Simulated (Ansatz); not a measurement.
# GeH4OS: the cost of one run

Program: Ansatz 0.2.0, Gaussian basis. Level of theory: PBE0-D4/def2-SVP. These are calculated values, not measurements.

16 further runs of the same task are left out: 16 set aside as unsound or not needed.

## (1) Starting geometry

The first end: 7 atoms, charge 0, spin multiplicity 1.

Atoms are counted from 1 here; the program's logs count them from 0.

Bond lengths: Ge1–O2 1.777 Å, Ge1–S3 2.219 Å, Ge1–H5 1.537 Å, Ge1–H6 1.530 Å, O2–H7 0.960 Å, S3–H4 1.343 Å. Angles: O2–Ge1–S3 110.8°, O2–Ge1–H5 111.4°, O2–Ge1–H6 103.7°, S3–Ge1–H5 104.8°, S3–Ge1–H6 112.3°, H5–Ge1–H6 114.1°, Ge1–O2–H7 112.2°, Ge1–S3–H4 94.1°.

Geometry (Å):

```
Ge   -0.19008    0.31256    0.46172
O     1.39715    0.73068   -0.21826
S    -1.23569   -1.16035   -0.82706
H    -0.33468   -2.13299   -0.61048
H    -1.12347    1.53342    0.49804
H     0.14499   -0.25816    1.84159
H     1.34180    0.97474   -1.14555
```

The second end:

```mol
GeH4OS
  3D, bonds by distance, orders not assigned

  7  6  0  0  0  0  0  0  0  0999 V2000
   -0.6735    0.0684    0.6675 Ge  0  0
    1.1350   -0.0081   -0.5456 O   0  0
   -1.6268   -1.5106   -0.2389 S   0  0
    0.8285   -0.7914   -1.0385 H   0  0
   -0.9550    1.5515    0.3317 H   0  0
    0.0781   -0.0207    2.0087 H   0  0
    1.2136    0.7109   -1.1849 H   0  0
  1  2  8  0
  1  3  8  0
  1  5  8  0
  1  6  8  0
  2  4  8  0
  2  7  8  0
M  END
```

## (2) The band at PBE0-D4/def2-SVP

The input, neb/in.yaml:

```yaml
crystal:
  periodic: [false, false, false]
  atoms:
    - {symbol: Ge, position_ang: [-0.190078, 0.312561, 0.461720]}
    - {symbol: O, position_ang: [1.397145, 0.730680, -0.218261]}
    - {symbol: S, position_ang: [-1.235695, -1.160354, -0.827060]}
    - {symbol: H, position_ang: [-0.334682, -2.132990, -0.610476]}
    - {symbol: H, position_ang: [-1.123474, 1.533419, 0.498039]}
    - {symbol: H, position_ang: [0.144986, -0.258159, 1.841588]}
    - {symbol: H, position_ang: [1.341797, 0.974743, -1.145549]}
basis:
  gaussian: {orbitals: def2-SVP}
hamiltonian: {xc: pbe0, dispersion: d4}
neb:
  images: 5
  climbing: true
  max_iterations: 40
  initial_path: idpp
  final_atoms:
    - {symbol: Ge, position_ang: [-0.673473, 0.068371, 0.667458]}
    - {symbol: O, position_ang: [1.134988, -0.008112, -0.545614]}
    - {symbol: S, position_ang: [-1.626807, -1.510634, -0.238888]}
    - {symbol: H, position_ang: [0.828513, -0.791391, -1.038499]}
    - {symbol: H, position_ang: [-0.954967, 1.551492, 0.331736]}
    - {symbol: H, position_ang: [0.078133, -0.020733, 2.008679]}
    - {symbol: H, position_ang: [1.213611, 0.710908, -1.184870]}
```

Started as:

```bash
$ ansatz run in.yaml --threads 2 --pin off --events-out ev --progress --plain --max-ram 4352MiB
```

**Question.** How long does this run take on 2 threads of Intel Xeon Platinum 8488C, shared host?

About 99 s.
